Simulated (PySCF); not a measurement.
**[Gd(NO2)]2+: forces at shaken geometries**

How stiff is [Gd(NO2)]2+? Its atoms are displaced at random by several amounts. The species was built from a template and needn't be a known compound.

The runs use PySCF 2.14.0; B3LYP, Gd lcecp-1-SVP with ECP53, O def2-SVP, N def2-SVP; scalar-relativistic core potentials, no spin–orbit coupling.

1 further run of the same task is left out (for a known fault of the program).

### Step 1. The system as given

4 atoms, charge 2, spin multiplicity 1.

Bond lengths: Gd1–O2 2.209 Å, Gd1–O3 2.209 Å, Gd1–N4 2.684 Å, O2–N4 1.278 Å, O3–N4 1.278 Å. Angles: O2–Gd1–O3 56.4°, O2–Gd1–N4 28.2°, O3–Gd1–N4 28.2°, Gd1–O2–N4 97.0°, Gd1–O3–N4 97.0°, Gd1–N4–O2 54.8°, Gd1–N4–O3 54.8°, O2–N4–O3 109.5°.

Coordinates:

```
Gd    0.0000    0.0000   -0.3477
O     1.0441    0.0000    1.5989
O    -1.0441    0.0000    1.5989
N     0.0000    0.0000    2.3365
```

Formal oxidation states: Gd +3. Each metal's 7 4f electrons lie in its core potential, so multiplicities, spins and levels count the valence alone. An earlier session relaxed this geometry at B3LYP, Gd lcecp-1-SVP with ECP53, O def2-SVP, N def2-SVP (singlet, point group C2v).

Its energy there is -240.177707 Eh.

### Step 2. Atoms moved at random, σ = 0.1 Å

The input, run.py (the lines that set the calculation):

```python
mol = gto.M(atom='''
Gd    -0.07047     0.02083    -0.28037
O      1.06880     0.05243     1.64299
O     -0.98373    -0.02641     1.35681
N     -0.01460    -0.04684     2.46714''',
    basis={'Gd': 'lcecp-1-SVP', 'O': 'def2-SVP', 'N': 'def2-SVP'},
    ecp={'Gd': 'lcecp-1-SVP'},
    charge=2, spin=0)
mf = dft.RKS(mol, xc='B3LYP')
mf.grids.atom_grid = (50, 194)  # f atoms: unpruned, at least (60, 302)
mf = mf.density_fit()  # fitting sets: Gd AutoAux, O def2-universal-JKFIT, N def2-universal-JKFIT
mf.conv_tol = 1e-08; mf.max_cycle = 55
mf.kernel(dm0)  # dm0: the density of the relaxed state
```

The run is started by

```
> OMP_NUM_THREADS=2 python run.py
```

The program printed:

```text
init E= -239.931464025426
  HOMO = -0.796313550280004  LUMO = -0.636908548657207  gap/eV = 4.33763
cycle= 1 E= -240.083562775511  delta_E= -0.152  |g|= 0.424  |ddm|= 0.99
  HOMO = -0.678505643956715  LUMO = -0.597512156436196  gap/eV = 2.20395
cycle= 2 E= -239.793761176956  delta_E= 0.29  |g|= 1.26  |ddm|= 1.09
  HOMO = -0.746020202725301  LUMO = -0.588471814613289  gap/eV = 4.28711
cycle= 3 E= -240.116911719644  delta_E= -0.323  |g|= 0.133  |ddm|= 0.883
  HOMO = -0.764868864888868  LUMO = -0.600671616499429  gap/eV = 4.46803
cycle= 4 E= -240.118791339994  delta_E= -0.00188  |g|= 0.0926  |ddm|= 0.142
  HOMO = -0.757010055700135  LUMO = -0.600360762533004  gap/eV = 4.26264
cycle= 5 E= -240.120172816476  delta_E= -0.00138  |g|= 0.0396  |ddm|= 0.0783
  HOMO = -0.75641886185343  LUMO = -0.596297057069474  gap/eV = 4.35714
cycle= 6 E= -240.120464330185  delta_E= -0.000292  |g|= 0.0112  |ddm|= 0.0323
  HOMO = -0.757721510400437  LUMO = -0.5978128576537  gap/eV = 4.35134
cycle= 7 E= -240.120500517639  delta_E= -3.62e-05  |g|= 0.00114  |ddm|= 0.0131
  HOMO = -0.757739398743151  LUMO = -0.597782252169388  gap/eV = 4.35266
cycle= 8 E= -240.120500923651  delta_E= -4.06e-07  |g|= 0.00041  |ddm|= 0.00162
  HOMO = -0.75775395737784  LUMO = -0.59778785715497  gap/eV = 4.35290
cycle= 9 E= -240.120500967772  delta_E= -4.41e-08  |g|= 0.000133  |ddm|= 0.000497
  HOMO = -0.757760853657196  LUMO = -0.59779169526491  gap/eV = 4.35298
cycle= 10 E= -240.120500972055  delta_E= -4.28e-09  |g|= 7.62e-06  |ddm|= 0.000137
  HOMO = -0.757759141200882  LUMO = -0.597790577359167  gap/eV = 4.35297
Extra cycle  E= -240.120500972086  delta_E= -3.02e-11  |g|= 5.61e-06  |ddm|= 2e-05
converged SCF energy = -240.120500972086
```

Wall time 2.3 s (2 threads of Intel Xeon Platinum 8488C (Sapphire Rapids), shared host).

Read off: E = -240.120501 Eh (+1.557 eV from the relaxed state), HOMO -20.62 eV, LUMO -16.27 eV, Mulliken charge on Gd1 +1.91 e, largest force component 7.808 eV/Å. 

```csv
atom,Fx,Fy,Fz (eV/Å)
Gd1,1.905,0.127,-5.152
O2,-2.090,-0.418,5.875
O3,-2.969,-0.340,7.085
N4,3.154,0.632,-7.808
```

### Step 3. Atoms moved at random, σ = 0.15 Å

Edit run.py (the lines that set the calculation) of step 2 so:

```diff
@@ -1,6 +1,6 @@
 mol = gto.M(atom='''
-Gd    -0.07047     0.02083    -0.28037
-O      1.06880     0.05243     1.64299
-O     -0.98373    -0.02641     1.35681
-N     -0.01460    -0.04684     2.46714''',
+Gd     0.12638    -0.00660    -0.34767
+O      0.95614     0.06538     1.59947
+O     -0.89937    -0.19365     1.64598
+N     -0.18315     0.13486     2.28877''',
     basis={'Gd': 'lcecp-1-SVP', 'O': 'def2-SVP', 'N': 'def2-SVP'},
```

The run is started by

```
> OMP_NUM_THREADS=2 python run.py
```

The program printed:

```text
init E= -240.081191900943
  HOMO = -0.752817885278724  LUMO = -0.598086323922606  gap/eV = 4.21046
cycle= 1 E= -240.022744514801  delta_E= 0.0584  |g|= 0.437  |ddm|= 1.28
  HOMO = -0.612506271365352  LUMO = -0.560030790383718  gap/eV = 1.42793
cycle= 2 E= -239.464170102387  delta_E= 0.559  |g|= 1.65  |ddm|= 1.73
  HOMO = -0.6708600362828  LUMO = -0.530319424632266  gap/eV = 3.82430
cycle= 3 E= -240.06753985337  delta_E= -0.603  |g|= 0.0662  |ddm|= 1.39
  HOMO = -0.674297740806747  LUMO = -0.54431567700086  gap/eV = 3.53699
cycle= 4 E= -240.068159239773  delta_E= -0.000619  |g|= 0.0444  |ddm|= 0.122
  HOMO = -0.676001485009547  LUMO = -0.542682345878916  gap/eV = 3.62780
cycle= 5 E= -240.06850188589  delta_E= -0.000343  |g|= 0.0184  |ddm|= 0.0376
  HOMO = -0.676145723982948  LUMO = -0.541625415409988  gap/eV = 3.66048
cycle= 6 E= -240.068569899748  delta_E= -6.8e-05  |g|= 0.00271  |ddm|= 0.0151
  HOMO = -0.676705043562865  LUMO = -0.541397601873469  gap/eV = 3.68190
cycle= 7 E= -240.0685717818  delta_E= -1.88e-06  |g|= 0.00188  |ddm|= 0.00707
  HOMO = -0.67645425036482  LUMO = -0.541496275585209  gap/eV = 3.67239
cycle= 8 E= -240.068572754777  delta_E= -9.73e-07  |g|= 0.000535  |ddm|= 0.00265
  HOMO = -0.676481726829945  LUMO = -0.541512085716074  gap/eV = 3.67271
cycle= 9 E= -240.068572831929  delta_E= -7.72e-08  |g|= 9.68e-05  |ddm|= 0.000791
  HOMO = -0.676472612537289  LUMO = -0.54151730707939  gap/eV = 3.67232
cycle= 10 E= -240.068572836645  delta_E= -4.72e-09  |g|= 2.38e-05  |ddm|= 0.000265
  HOMO = -0.676474016950326  LUMO = -0.541513972008145  gap/eV = 3.67245
Extra cycle  E= -240.06857283679  delta_E= -1.45e-10  |g|= 2.76e-05  |ddm|= 8.02e-05
converged SCF energy = -240.06857283679
```

Run time: 2.2 s. Hardware: 2 threads of Intel Xeon Platinum 8488C (Sapphire Rapids), shared host.

It gives: E = -240.068573 Eh (+2.970 eV from the relaxed state), HOMO -18.41 eV, LUMO -14.74 eV, Mulliken charge on Gd1 +1.99 e, largest force component 26.034 eV/Å. 

| atom | Fx | Fy | Fz (eV/Å) |
| --- | --- | --- | --- |
| Gd1 | 1.212 | 0.035 | -0.529 |
| O2 | 4.646 | 0.843 | -1.321 |
| O3 | -26.034 | -9.876 | -16.762 |
| N4 | 20.175 | 8.997 | 18.612 |

### Step 4. Atoms moved at random, σ = 0.06 Å

Edit run.py (the lines that set the calculation) of step 3 so:

```diff
@@ -1,6 +1,6 @@
 mol = gto.M(atom='''
-Gd     0.12638    -0.00660    -0.34767
-O      0.95614     0.06538     1.59947
-O     -0.89937    -0.19365     1.64598
-N     -0.18315     0.13486     2.28877''',
+Gd     0.08889    -0.00984    -0.42698
+O      1.05604     0.02402     1.68841
+O     -1.06305    -0.05720     1.59027
+N     -0.08188     0.04301     2.33485''',
     basis={'Gd': 'lcecp-1-SVP', 'O': 'def2-SVP', 'N': 'def2-SVP'},
```

The run is started by

```
> OMP_NUM_THREADS=2 python run.py
```

The program printed:

```text
init E= -240.099448679362
  HOMO = -0.702745912654741  LUMO = -0.563549307818676  gap/eV = 3.78773
cycle= 1 E= -240.163343748321  delta_E= -0.0639  |g|= 0.184  |ddm|= 0.384
  HOMO = -0.66158002472169  LUMO = -0.557867908604748  gap/eV = 2.82215
cycle= 2 E= -240.113140553185  delta_E= 0.0502  |g|= 0.529  |ddm|= 0.578
  HOMO = -0.677981911029537  LUMO = -0.551969149936074  gap/eV = 3.42898
cycle= 3 E= -240.17047525734  delta_E= -0.0573  |g|= 0.0487  |ddm|= 0.413
  HOMO = -0.68280515972744  LUMO = -0.551302840003722  gap/eV = 3.57836
cycle= 4 E= -240.170856153059  delta_E= -0.000381  |g|= 0.0218  |ddm|= 0.0479
  HOMO = -0.681931249079934  LUMO = -0.551715352686781  gap/eV = 3.54336
cycle= 5 E= -240.170949322425  delta_E= -9.32e-05  |g|= 0.00315  |ddm|= 0.0165
  HOMO = -0.681536206847163  LUMO = -0.5518169991117  gap/eV = 3.52984
cycle= 6 E= -240.1709501041  delta_E= -7.82e-07  |g|= 0.0029  |ddm|= 0.00746
  HOMO = -0.681886477731805  LUMO = -0.551649450769127  gap/eV = 3.54393
cycle= 7 E= -240.170952447726  delta_E= -2.34e-06  |g|= 0.00042  |ddm|= 0.00413
  HOMO = -0.6818603724182  LUMO = -0.551675398875212  gap/eV = 3.54251
cycle= 8 E= -240.170952524975  delta_E= -7.72e-08  |g|= 9.58e-05  |ddm|= 0.000992
  HOMO = -0.681857066086142  LUMO = -0.551673925315993  gap/eV = 3.54246
cycle= 9 E= -240.1709525304  delta_E= -5.43e-09  |g|= 1.52e-05  |ddm|= 0.000321
  HOMO = -0.681857048063847  LUMO = -0.551673719637942  gap/eV = 3.54247
Extra cycle  E= -240.170952530447  delta_E= -4.67e-11  |g|= 2.42e-05  |ddm|= 5.72e-05
converged SCF energy = -240.170952530447
```

It took 2.4 s on 2 threads of Intel Xeon Platinum 8488C (Sapphire Rapids), shared host.

Read off: E = -240.170953 Eh (+0.184 eV from the relaxed state), HOMO -18.55 eV, LUMO -15.01 eV, Mulliken charge on Gd1 +2.06 e, largest force component 1.784 eV/Å. 

```csv
atom,Fx,Fy,Fz (eV/Å)
Gd1,0.236,-0.028,1.684
O2,-1.784,0.013,-1.065
O3,-0.224,-0.035,-1.619
N4,1.771,0.050,1.001
```

### Step 5. Results

| σ (Å) | energy rise (eV) | harmonic estimate −½ F·u (eV) | largest force component (eV/Å) |
| --- | --- | --- | --- |
| 0.1 | 1.557 | 1.637 | 7.81 |
| 0.15 | 2.970 | 3.108 | 26.03 |
| 0.06 | 0.184 | 0.176 | 1.78 |

Every displacement raises the energy. For a harmonic well the rise equals −½ F·u; the two differ by at most 5 % here (a move with σ = 0.1 Å), from anharmonicity, the grid and the small forces left at the relaxed point. The bases are small and lack diffuse functions. Spin–orbit coupling is left out.
